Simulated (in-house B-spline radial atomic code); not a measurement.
**Br¹⁰⁺: ionisation energy by several methods**

Wanted: one ionisation energy, Br¹⁰⁺ to configuration [Ar] 3d6, up the ladder of functionals.

The numbers are computed with in-house B-spline radial atomic code version 1 (Dirac-Coulomb, several functionals; spherical all-electron atom at the radial basis limit), except any that are marked as measured or tabulated.

### 1 The system

- element: bromine (Z = 35)
- charge: +10
- electrons: 25
- configuration: [Ar] 3d7
- nucleus: Fermi, rms radius 4.163 fm

Outer shells as boxes (Hund's rule):

[Ar] 3d7
```
[Ar] core
3d [↑↓][↑↓][↑ ][↑ ][↑ ]
```

The boxes only draw the filling; these runs are spin-restricted and spherical.

### 2 AM05, a GGA

Settings, as recorded:

```ini
Z = 35
electrons = 25.0
configuration = [Ar] 3d7
hamiltonian = dirac
method = am05
spin_polarised = False
nucleus = fermi
rms_radius = 4.1629
mass_number = 79
atomic_mass = 78.918337574
speed_of_light = 137.035999084
```

### 3 BP86, a GGA

Settings: those of step 2 with these lines changed.

```diff
@@ -4,3 +4,3 @@
 hamiltonian = dirac
-method = am05
+method = b88,p86
 spin_polarised = False
```

### 4 PW91, a GGA

Settings: those of step 3 with these lines changed.

```diff
@@ -4,3 +4,3 @@
 hamiltonian = dirac
-method = b88,p86
+method = pw91,pw91
 spin_polarised = False
```

### 5 PBEsol, a GGA

Settings: those of step 4 with these lines changed.

```diff
@@ -4,3 +4,3 @@
 hamiltonian = dirac
-method = pw91,pw91
+method = pbesol
 spin_polarised = False
```

### 6 relativistic LDA

Settings: those of step 5 with these lines changed.

```diff
@@ -4,3 +4,3 @@
 hamiltonian = dirac
-method = pbesol
+method = lda_x_rel,vwn
 spin_polarised = False
```

### 7 OLYP, a GGA

Settings: those of step 6 with these lines changed.

```diff
@@ -4,3 +4,3 @@
 hamiltonian = dirac
-method = lda_x_rel,vwn
+method = optx,lyp
 spin_polarised = False
```

**Question.** The tabulated ionisation energy is 301 ± 2.4 eV (tabulated theoretical; NIST Atomic Spectra Database). What does each method give, and which comes nearest?

**Answer**, as computed:

| method | rung | total energy (hartree) | ΔSCF (eV) | −ε highest (eV) | ΔSCF less tabulated (eV) |
| --- | --- | --- | --- | --- | --- |
| relativistic LDA | LDA | -2561.8305 | 305.65 | 285.17 (3d5/2) | +4.65 |
| AM05 | GGA | -2564.7322 | 305.37 | 284.89 (3d5/2) | +4.37 |
| BP86 | GGA | -2568.4853 | 305.48 | 285.00 (3d5/2) | +4.48 |
| PW91 | GGA | -2568.3272 | 305.59 | 285.10 (3d5/2) | +4.59 |
| PBEsol | GGA | -2566.1284 | 305.30 | 284.83 (3d5/2) | +4.30 |
| OLYP | GGA | -2568.8773 | 306.55 | 286.04 (3d5/2) | +5.55 |

Tables give 301 ± 2.4 eV (tabulated theoretical; NIST Atomic Spectra Database) for the ionisation energy. PBEsol misses by +4.30 eV, the least, and OLYP by +5.55 eV (1.8 %), the most. All methods miss on the same side by much the same amount, which points to something that they share. Open shells are averaged (over orientations, and over spins where the run is restricted), while tables refer to the lowest levels. For the semilocal functionals minus the highest level recovers only 93 % of their own ΔSCF value, a mark of self-interaction.
